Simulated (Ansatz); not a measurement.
This script for Ansatz 0.2.0, Python API starts 5 runs on Br₂Cd, SMILES [Br][Cd][Br]. What input does the engine get in each?

`run_relaxed_scan.py`:
```python
"""Relaxed scan of one distance in Br2Cd."""

import ansatz as az
from ase import Atoms
import numpy as np


def main() -> None:
    atoms = Atoms(["Br", "Cd", "Br"], positions=[
        (0.7389, 2.2332, 0.6383),
        (-0.8366, 0.0556, -0.4489),
        (0.0868, -2.3536, -0.2027),
    ])
    molecule = az.Crystal.molecule_from_ase(atoms)

    setup = molecule.calculation()
    setup = setup.basis(gaussian="def2-SVP")
    setup = setup.functional("pbe0", dispersion="d3bj")
    symbols = [site.symbol for site in molecule.cartesian_sites]
    pairs = [(0, 1), (1, 2)]
    print("held (A)   E (eV)        ", "  ".join(f"{symbols[i]}{i}-{symbols[j]}{j}" for i, j in pairs))
    for length in [2.38, 2.59, 2.8, 3.11, 3.5]:
        data = setup.relax(constraints=[az.DistanceConstraint((1, 2), at=length)], force_tolerance=0.02, max_steps=60).run().report
        xyz = np.array(data["positions_ang"])
        print(f"{length:6.2f} {data['free_energy_ev']:14.5f}  ", "  ".join(f"{np.linalg.norm(xyz[i] - xyz[j]):.3f}" for i, j in pairs))


if __name__ == "__main__":
    main()
```

Run 1:
```yaml
crystal:
  periodic: [false, false, false]
  atoms:
    - { symbol: Br, position_ang: [0.7389, 2.2332, 0.6383] }
    - { symbol: Cd, position_ang: [-0.8366, 0.0556, -0.4489] }
    - { symbol: Br, position_ang: [0.0868, -2.3536, -0.2027] }
basis:
  gaussian:
    orbitals: def2-SVP
hamiltonian:
  xc: pbe0
  dispersion: d3bj
relax:
  f_tol: 0.02
  max_steps: 60
  constraints:
    - { distance: [1, 2], at: 2.38 }
```

Run 2, against run 1:
```diff
-    - { distance: [1, 2], at: 2.38 }
+    - { distance: [1, 2], at: 2.59 }
```

Run 3, against run 1:
```diff
-    - { distance: [1, 2], at: 2.38 }
+    - { distance: [1, 2], at: 2.8 }
```

Run 4, against run 1:
```diff
-    - { distance: [1, 2], at: 2.38 }
+    - { distance: [1, 2], at: 3.11 }
```

Run 5, against run 1:
```diff
-    - { distance: [1, 2], at: 2.38 }
+    - { distance: [1, 2], at: 3.5 }
```

Output of `python run_relaxed_scan.py`:
```text
held (A)   E (eV)         Br0-Cd1  Cd1-Br2
DeckWarning: relax.constraints: the input's atoms, or those drawn, lie off the distances that are held; a relaxation that starts there is brought onto them ahead of its first SCF, by positions alone, an atom by 1.06e-1 Å at the most. With the symmetry detection on, the symmetry is detected on the input's atoms as so brought (as typed, where only the drawn atoms reach the distances), and notices that speak of the structure as typed mean those atoms
  2.38  -144626.51933   2.405  2.380
  2.59  -144626.35276   2.407  2.590
  2.80  -144625.91746   2.409  2.800
  3.11  -144625.15028   2.416  3.110
  3.50  -144624.26893   2.424  3.500
```
(Warnings from the package without file and line, repeats left out.)

Notes:
- Total energies depend on the basis set; only differences at equal settings carry meaning.
- The energies are electronic: no zero-point or thermal terms, and the basis set is short of its limit.
- def2 sets replace the cores of elements past krypton by effective core potentials.
- Timing: 4.2 min on 1 thread of Arm Neoverse V1, with other jobs on the host, peak memory 0.31 GiB.
